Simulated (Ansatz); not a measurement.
I need vertical and adiabatic energies of changing the electron count of H₄SeSi, SMILES [SiH3][SeH]. Use the Ansatz DFT code, driven from Python. Level of theory (for the species named): CAM-B3LYP, def2-TZVP basis, multiplicity 1.

```yaml
atoms:
  - { symbol: Si, position_ang: [-0.2069, -0.3029, -0.4486] }
  - { symbol: Se, position_ang: [0.8961, -0.2781, 1.5048] }
  - { symbol: H, position_ang: [-1.6080, 0.3558, -0.2609] }
  - { symbol: H, position_ang: [-0.3516, -1.6264, -0.9450] }
  - { symbol: H, position_ang: [0.4926, 0.5147, -1.4769] }
  - { symbol: H, position_ang: [0.8199, 1.2729, 1.5803] }
```

`h4sesi.py`:
```python
import ansatz as az
import numpy as np


def main() -> None:
    geometry_ang = [
        ('Si', (-0.2069, -0.3029, -0.4486)),
        ('Se', (0.8961, -0.2781, 1.5048)),
        ('H', (-1.608, 0.3558, -0.2609)),
        ('H', (-0.3516, -1.6264, -0.945)),
        ('H', (0.4926, 0.5147, -1.4769)),
        ('H', (0.8199, 1.2729, 1.5803)),
    ]
    molecule = az.Crystal.molecule()
    for symbol, xyz in geometry_ang:
        molecule = molecule.atom(symbol, xyz)

    setup = (
        molecule.calculation()
        .basis(gaussian='def2-TZVP')
        .functional('cam_b3lyp')
    )
    symbols = [site.symbol for site in molecule.cartesian_sites]
    start = np.array([site.position_ang for site in molecule.cartesian_sites], dtype=float)
    report = setup.relax(force_tolerance=0.01, max_steps=100).run().report
    end = np.array(report['positions_ang'])

    minimum = az.Crystal.molecule()
    for symbol, place in zip(symbols, end):
        minimum = minimum.atom(symbol, place.tolist())
    ion = (
        minimum.calculation()
        .basis(gaussian='def2-TZVP')
        .functional('cam_b3lyp')
        .charge(1)
        .spin('collinear', total=1)
    )
    vertical = ion.run().report
    settled = ion.relax(force_tolerance=0.01, max_steps=80).run().report
    print(f'vertical ionisation energy   {vertical["free_energy_ev"] - report["free_energy_ev"]:.3f} eV')
    print(f'adiabatic, no zero point     {settled["free_energy_ev"] - report["free_energy_ev"]:.3f} eV')
    print(f'relaxation energy of the ion {vertical["free_energy_ev"] - settled["free_energy_ev"]:.3f} eV')
    ionised = np.array(settled['positions_ang'])
    print('final positions (A) and the move of each atom')
    for symbol, xyz, old in zip(symbols, ionised, end):
        print(f'{symbol:2s} {xyz[0]:10.5f} {xyz[1]:10.5f} {xyz[2]:10.5f}   {np.linalg.norm(xyz - old):7.4f}')


if __name__ == '__main__':
    main()
```

`python h4sesi.py` gives:
```text
vertical ionisation energy   9.437 eV
adiabatic, no zero point     9.221 eV
relaxation energy of the ion 0.216 eV
final positions (A) and the move of each atom
Si   -0.31398   -0.27055   -0.60214    0.1445
Se    0.89445   -0.22717    1.48904    0.0203
H    -1.58764    0.34569   -0.20906    0.1061
H    -0.34398   -1.70578   -0.89107    0.0555
H     0.55544    0.55170   -1.45319    0.1043
H     0.83781    1.24211    1.62012    0.0410
```

The energies are electronic: no zero-point or thermal terms, and the basis set is short of its limit. The product may relax into another structure. Each relaxation finds its nearest minimum, which needn't be the lowest. Hardware and time: 66 s on 1 thread of Arm Neoverse V1, on a shared host, peak memory 0.38 GiB.
